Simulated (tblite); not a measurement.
# C5H12FPSi: the cost of one run

Programs: tblite 0.8.0 and PySCF 2.14.0, with density-fitted response routines of our own. Each step states its level of theory. These are calculated values for one molecule, in the gas phase or a continuum, unless marked as measured. Atoms are numbered from 0 throughout.

## 1. The starting structure

20 atoms, charge 0, multiplicity 1; geometry from: force field or distance geometry start.

Bonds of the start (Å): C0–Si1 1.88, Si1–C2 1.87, Si1–C3 1.83, Si1–C4 1.85, C4–P5 1.83, P5–C6 1.67, C6–F7 1.37, C0–H8 1.10, C0–H9 1.12, C0–H10 1.11, C2–H11 1.13, C2–H12 1.08, C2–H13 1.10, C3–H14 1.11, C3–H15 1.12, C3–H16 1.12, C4–H17 1.11, C4–H18 1.13, C6–H19 1.08.

## 2. Relaxing the molecule with GFN2-xTB

Job settings and geometry (Å):

```
{"job": {"kind": "relax", "xc": "GFN2-xTB", "basis": "xTB"}, "charge": 0, "multiplicity": 1}
C     -2.019900    -0.866600     0.678100
Si    -0.624700    -0.027400    -0.265800
C     -1.317700     1.626100    -0.797700
C     -0.133900    -0.929100    -1.780700
C      0.722600     0.291500     0.964900
P      2.257200    -0.674400     0.729600
C      3.509200    -0.127400    -0.228700
F      4.609400    -0.937900    -0.308600
H     -2.305100    -0.226900     1.527700
H     -2.903300    -0.965200    -0.005900
H     -1.699600    -1.865900     1.025000
H     -2.342700     1.369800    -1.207700
H     -0.704100     2.136300    -1.522800
H     -1.503000     2.285100     0.064100
H      0.420000    -1.862600    -1.549000
H     -1.077700    -1.200500    -2.318100
H      0.444400    -0.261800    -2.466800
H      0.858100     1.393500     0.996100
H      0.328900     0.034600     1.987900
H      3.476600     0.819500    -0.753500
```

Launch:

```sh
OMP_NUM_THREADS=1 python probes_run.py task.json out
```

One launch serves the whole session: the jobs run in the order shown.

**Question.** How long does this first job take on 1 thread of Arm Neoverse V1, shared host, and how much memory does it need?

About 1.4 s, with a peak of 0.18 GiB.
